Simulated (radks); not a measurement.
**Rb⁺ in [Ar] 3d10 4p6 4f2: an all-electron calculation**

Aim: the levels, the sizes of the orbitals and the parts of the energy of the rubidium ion Rb+.

Program: radks (a radial shooting solver on a logarithmic mesh, Libxc functionals) version 1. Level of theory: scalar-relativistic Kohn-Sham, XLYP, spin-polarised, spherical densities, finite nucleus; open shells are filled with parallel spins first. These are calculated values, not measurements, unless marked.

## (1) Starting point

| Quantity | Value |
| --- | --- |
| element | rubidium (Z = 37) |
| charge | +1 |
| electrons | 36 |
| configuration | [Ar] 3d10 4p6 4f2 |
| nuclear rms radius | 4.2036 fm |

The outer shells:

Rb⁺
```
[Ar] core
3d [↑↓][↑↓][↑↓][↑↓][↑↓]
4p [↑↓][↑↓][↑↓]
4f [↑ ][↑ ][  ][  ][  ][  ][  ]
```

## (2) Self-consistent calculation

Input:

```text
Z 37
configuration [Ar] 3d10 4p6 4f2
relativity scalar-relativistic
functional xlyp
spin polarised
nucleus finite rms 4.2036 fm
c 137.035999084
```

**Question.** What will this run give?

**Answer**, as computed:

```
                        quantity                   value
                    total energy     -2978.56771 hartree
exchange-correlation share of it                  3.38 %
                            −T/E                  1.0242
          highest occupied level        4f up, -3.114 eV
    most extended occupied level  4f up, <r> = 6.20 bohr
 radius at density 0.001 e/bohr³               5.37 bohr
    maxima of the radial density                       4
```

**Reading.** The radial density shows 4 maxima for 4 occupied principal shells. −T/E is 1.024: with relativity the kinetic term as defined here no longer equals −E. This is not the tabulated ground configuration, so its levels and sizes aren't those of the ground state, and no measured value stands beside it.
